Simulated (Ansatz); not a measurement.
# Rh (Fm-3m): equation of state with a fit in Python

The task is an equation of state with a fit, for Rh (Fm-3m).

The COD entry's cell or inner coordinates are ideal or old and differ from later refinements, so a difference from it is no clean test against experiment.

All numbers are computed with Ansatz 0.2.0 through its Python package. Level of theory: DFT PBE, plane waves, PAW.

**1. The system**

The structure is cubic, space group Fm-3m (No. 225). The conventional cell has a = 3.796 Å, b = 3.796 Å, c = 3.796 Å, α = 90.00°, β = 90.00°, γ = 90.00°. Rh (site symmetry m-3m) has 12 Rh at 2.68 Å as nearest neighbours.

No structure file is read: the coordinates are typed or built in the script.

**2. Script**

run_eos.py

```python
"""Equation of state of Rh."""

import warnings

import ansatz as az
import numpy as np

vectors0 = np.array([
    [0.0, 1.89785, 1.89785],
    [1.89785, 0.0, 1.89785],
    [1.89785, 1.89785, 0.0],
])
sites = [
    ("Rh", [0.0, 0.0, 0.0]),
]


def on_lattice(cell):
    crystal = az.Crystal(lattice=az.Lattice.of(cell))
    for symbol, position in sites:
        crystal = crystal.atom(symbol, position)
    return crystal

warnings.simplefilter("ignore", az.DeckWarning)

# uniform scaling of the cell
volumes, energies, pressures = [], [], []
for scale in np.linspace(0.94, 1.06, 7):
    cell = vectors0 * scale ** (1 / 3)
    calculation = (
        on_lattice(cell).calculation()
        .occupations("Methfessel-Paxton", width=50 * az.meV)
        .functional(az.Functional.PBE)
        .scf(tolerance=1e-10)
        .basis(500)
        .kpoints(15, 15, 15)
        .stress()
    )
    r = calculation.run(threads=1).report
    volumes.append(abs(np.linalg.det(cell)) / len(sites))
    energies.append(r["free_energy_ev"] / len(sites))
    pressures.append(np.trace(r["stress_gpa"]) / 3)
    print(f"V = {volumes[-1]:8.4f} A^3/atom  F = {energies[-1]:.5f} eV/atom  P = {pressures[-1]:8.3f} GPa")

# third-order Birch-Murnaghan: a cubic in V^(-2/3)
x = np.array(volumes) ** (-2 / 3)
poly = np.polynomial.Polynomial.fit(x, energies, 3).convert()
roots = poly.deriv().roots()
x0 = min((r.real for r in roots if abs(r.imag) < 1e-9 and poly.deriv(2)(r.real) > 0), key=lambda r: abs(r - x.mean()))
v0 = x0 ** -1.5
b0 = 4 / 9 * poly.deriv(2)(x0) * v0 ** (-7 / 3) * 160.21766
b1 = 4 + 2 / 3 * x0 * poly.deriv(3)(x0) / poly.deriv(2)(x0)
print(f"V0 = {v0:.4f} A^3/atom, B0 = {b0:.1f} GPa, dB/dP = {b1:.2f}")
```

**3. Running it**

The run is started by

```
$ python run_eos.py
```

Output:

```text
V =  12.8512 A^3/atom  F = -6402.79394 eV/atom  P =   28.595 GPa
V =  13.1246 A^3/atom  F = -6402.83581 eV/atom  P =   20.639 GPa
V =  13.3981 A^3/atom  F = -6402.86489 eV/atom  P =   13.576 GPa
V =  13.6715 A^3/atom  F = -6402.88261 eV/atom  P =    7.307 GPa
V =  13.9449 A^3/atom  F = -6402.89024 eV/atom  P =    1.745 GPa
V =  14.2183 A^3/atom  F = -6402.88892 eV/atom  P =   -3.186 GPa
V =  14.4918 A^3/atom  F = -6402.87968 eV/atom  P =   -7.556 GPa
V0 = 14.0381 A^3/atom, B0 = 258.1 GPa, dB/dP = 5.13
```

Wall time 5.1 s (1 thread of Intel Xeon 6975P-C (Granite Rapids), shared host); peak memory 0.38 GiB.

**4. What each run gave**

From the records of these 7 runs:

```tsv
run	volume (Å³/atom)	energy from run 5 (meV/atom)	pressure (GPa)	SCF cycles	CPU time (s)
1	12.851	96.30	28.60	7	0.65
2	13.125	54.42	20.64	7	0.6
3	13.398	25.35	13.58	6	0.59
4	13.671	7.63	7.31	6	0.59
5	13.945	0.00	1.75	6	0.7
6	14.218	1.31	-3.19	7	0.69
7	14.492	10.56	-7.56	8	0.74
```

Energies are free energies F = E - TS of the smeared occupations. 

**5. Results**

```
                      quantity           value
                 runs compared               7
               range of energy  96.30 meV/atom
lowest point, volume (Å³/atom)          13.945
      equilibrium volume (fit)   14.04 Å³/atom
            bulk modulus (fit)         258 GPa
```

In words: A third-order Birch-Murnaghan fit through the 7 points has its minimum at 14.04 Å³ an atom, 2.7 % above the typed cell, with a bulk modulus of 258 GPa and dB/dP = 5.1. From that minimum the energy rises by 96.8 meV an atom on the compressed side and 11.1 meV on the expanded side. No spin polarisation was allowed. Of the deposited cell: the entry's cell lengths or inner coordinates differ somewhat from later room-temperature determinations. Pressure is positive in compression. At these settings the cell as given stands under about 7 GPa, so it isn't at this functional's equilibrium volume.
